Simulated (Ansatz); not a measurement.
# CH₃ClMoS₂: ionisation energy by level of theory

An exercise on one series of results from a longer session: the logs are not shown, and one member is left open.

Method: unrestricted cation, the program's frozen cores in correlated methods; program: Ansatz 0.2.0, Gaussian basis.

The runs, in order: UKS PBE-D4/def2-TZVPP; UKS r2SCAN-D4/def2-TZVPP; UKS PBE0-D4/def2-TZVPP; UKS B3LYP-D4/def2-TZVPP; UKS wB97X-V/def2-TZVPP; UKS wB97M-V/def2-TZVPP; UKS B2PLYP/def2-TZVPP; UHF-CCSD(T)/def2-TZVPP; UHF-MP2/def2-QZVPP; extrapolation to the limit; then −ε(HOMO) from the neutral's earlier runs with LDA (SPW92), PBE-D4, revPBE-D4, BLYP-D4, r2SCAN-D4, B97M-V, PBE0-D4, B3LYP-D4, r2SCANh-D4, r2SCAN0-D4, HSE06-D4, BHLYP-D4, CAM-B3LYP-D4, LC-ωPBE, ωB97X-V, ωB97M-V.

## The relaxed structure

An earlier PBE0-D4 in a triple-zeta def2 set relaxation fixed the geometry. Mo takes the def2 core potential; no spin-orbit term is included.

8 atoms, charge 0, spin multiplicity 1.

Atoms are counted from 1 here; the program's logs count them from 0.

Bond lengths: C1–Mo2 2.080 Å, C1–H6 1.090 Å, C1–H7 1.095 Å, C1–H8 1.095 Å, Mo2–S3 2.088 Å, Mo2–S4 2.088 Å, Mo2–Cl5 2.238 Å. Angles: Mo2–C1–H6 113.0°, Mo2–C1–H7 106.9°, Mo2–C1–H8 106.8°, H6–C1–H7 109.7°, H6–C1–H8 109.7°, H7–C1–H8 110.7°, C1–Mo2–S3 104.2°, C1–Mo2–S4 104.2°, C1–Mo2–Cl5 110.7°, S3–Mo2–S4 109.6°, S3–Mo2–Cl5 113.6°, S4–Mo2–Cl5 113.7°.

The first run:

in.yaml reads:

```yaml
crystal:
  periodic: [false, false, false]
  atoms:
    - {symbol: C, position_ang: [-0.901399, -0.213234, 0.634308]}
    - {symbol: Mo, position_ang: [0.772794, 0.168149, -0.540071]}
    - {symbol: S, position_ang: [2.167568, -1.257788, 0.075776]}
    - {symbol: S, position_ang: [0.144628, -0.261913, -2.483891]}
    - {symbol: Cl, position_ang: [1.466400, 2.277812, -0.266519]}
    - {symbol: H, position_ang: [-1.275284, -1.231257, 0.526129]}
    - {symbol: H, position_ang: [-0.608316, -0.036499, 1.673924]}
    - {symbol: H, position_ang: [-1.674089, 0.497631, 0.324645]}
basis:
  gaussian: {orbitals: def2-TZVPP}
total_charge: 1
magnetization: {spin_polarized: true, initial_magnetization: 1}
hamiltonian: {xc: pbe, dispersion: d4}
```

Started as:

```console
$ ansatz run in.yaml --threads 2 --pin off --events-out ev --progress --plain --max-ram 32768MiB --backend cpu
```

Among the steps run: Cation, UKS PBE-D4/def2-TZVPP; Cation, UKS r2SCAN-D4/def2-TZVPP; Cation, UKS PBE0-D4/def2-TZVPP; Cation, UKS B3LYP-D4/def2-TZVPP; Cation, UKS wB97X-V/def2-TZVPP; Cation, UKS wB97M-V/def2-TZVPP; Cation, UKS B2PLYP (frozen core)/def2-TZVPP; Cation, UHF-CCSD(T)/def2-TZVPP; Cation, UHF-MP2/def2-QZVPP.

One table of the session follows, with a row left open; its other results are not shown here.

It belongs to the step «Ionisation energies side by side». Orbital estimates, from the neutral's runs:

```
  functional  −ε(HOMO) (eV)
 LDA (SPW92)           6.54
      PBE-D4           6.40
   revPBE-D4           6.35
     BLYP-D4           6.21
   r2SCAN-D4              ?
      B97M-V           6.71
     PBE0-D4           7.48
    B3LYP-D4           7.24
  r2SCANh-D4           7.05
  r2SCAN0-D4           7.65
    HSE06-D4           7.09
    BHLYP-D4           8.39
CAM-B3LYP-D4           8.65
     LC-ωPBE           9.94
     ωB97X-V           9.61
     ωB97M-V           9.44
```

Estimate the missing values for r2SCAN-D4.

Worked estimate for «−ε(HOMO) (eV)». Against the share of exact exchange, r2SCANh-D4 (0.1, 7.05), r2SCAN0-D4 (0.25, 7.65) give a slope of 4.00 per unit share; at 0 the line stands at 6.65.

As computed: −ε(HOMO) (eV): 6.66. In «−ε(HOMO) (eV)» the line misses by -0.01.
